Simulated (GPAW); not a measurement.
Crystal: SrO.

```
Sr O
1.0
     0.00000    2.58000    2.58000
     2.58000    0.00000    2.58000
     2.58000    2.58000    0.00000
Sr O
1 1
Cartesian
  0.0000 0.0000 0.0000
  2.5800 2.5800 2.5800
```

The cell was built by a generator and isn't the measured one.

Base run:

| Item | Value |
| --- | --- |
| Program | GPAW 26.7.0 |
| Functional | LDA |
| Potentials or basis | the program's PAW data sets (release 1.2.1) made for this functional |
| Cutoff | 600 eV |
| Basis | pw |
| k mesh | 8 × 8 × 8 |
| Occupations | fermi-dirac, width 0.05 eV |
| Spin | no spin polarisation |

Its results: band gap on the k mesh 3.21 eV, indirect (least direct gap 3.29 eV).

Problem. The run is repeated on the same cell with these changes: functional from LDA to TB-mBJ; potentials or basis from the program's PAW data sets (release 1.2.1) made for this functional to GPAW PAW data sets for LDA (gpaw-data 1.2.1). What comes out?

Solution. Band gap on the k mesh 4.96 eV, indirect (least direct gap 5.03 eV).

Caveats: a model potential gives levels but no total energy (some runs).

Not every run made on this cell is shown here.
